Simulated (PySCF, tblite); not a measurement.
**AlH₅NO₅Si radical, a small gas-phase stand-in for a defect centre (Si site with back bonds [H], O[Al](O)O, N): EPR parameters**

Aim: the EPR parameters of `N[SiH](O[O])[O][Al]([OH])[OH]`. It is drawn as: peroxy radical.

Programs: tblite 0.8.0 and PySCF 2.14.0. All values are calculated, for the isolated system unless a continuum is named. Atoms count from 0, parts from 1.

### 1 Starting point

13 atoms, charge 0, multiplicity 2; geometry: distance geometry start.

### 2 Relaxing the cluster with GFN2-xTB

Job settings and geometry (Å):

```
{"job": {"kind": "relax", "xc": "GFN2-xTB", "basis": "xTB"}, "charge": 0, "multiplicity": 2}
Si     1.371885    -1.811397     1.234331
O      0.507515    -0.490794     2.052707
Al    -0.930723     0.486780     1.346735
O     -2.399540     0.715141     2.474839
O     -0.473103     1.944165     0.261039
N      1.879241    -1.231283    -0.452185
O      0.309117    -3.192111     1.076040
O     -1.007311    -3.161081     1.058062
H      2.545546    -2.129028     1.982585
H     -2.736767     0.064643     3.081624
H      0.051745     1.877287    -0.550666
H      2.704353    -0.664097    -0.496016
H      1.111385    -0.943759    -1.044018
```

With the program's defaults for keys left out, this is: GFN2-xTB geometry optimisation, gas phase.

On the command line:

```bash
$ OMP_NUM_THREADS=1 python cluster_run.py task.json out
```

The driver reads the jobs from task.json and runs them one after another.

**Question.** The jobs that follow are: PBE0-D3(BJ)/def2-SVP geometry optimisation, gas phase; UKS B3LYP, IGLO-III on Al N O Si, pcH-1 on H, non-relativistic, mean-field spin-orbit, GIAO; UKS BHandHLYP, IGLO-III on Al N O Si, pcH-1 on H, non-relativistic, mean-field spin-orbit, GIAO. Predict: point group; rotational constants (main isotopes); g(iso) (B3LYP); ⟨S²⟩; largest a(iso).

The runs gave:

| quantity | value |
| --- | --- |
| point group | C1 |
| rotational constants (main isotopes) | 2.52, 1.02, 0.96 GHz |
| g(iso) (B3LYP) | 2.01189 |
| ⟨S²⟩ | 0.755 (exact 0.75) |
| largest a(iso) | 17O on O7, -50.7 MHz |

In words: On relaxing, metal atoms bound new neighbours (Al2–O7). The start of the PBE0/def2-SVP relaxation was shaken at random by about 0.01 Å, so part of the energy gained, and of the first lengths quoted, undoes that. Over 45 steps the energy fell by 0.910 eV; of the close pairs, Al2–O7 changed most, 1.854 to 2.010 Å (PBE0/def2-SVP). No frequency check was run at this level, so the end point may be a saddle. The largest spin populations lie on O7 (0.57 e), O6 (0.41 e). The isotropic g lies 9.6 ppt above the free-electron value. The coupling of 17O on O7 runs from -84.5 (BHandHLYP/IGLO-III+pcH-1) to -50.7 MHz (B3LYP/IGLO-III+pcH-1). A capped cluster stands for the solid here, so long-range fields and strain are missing, and bands or shifts of the capping hydrogens have no counterpart in it.
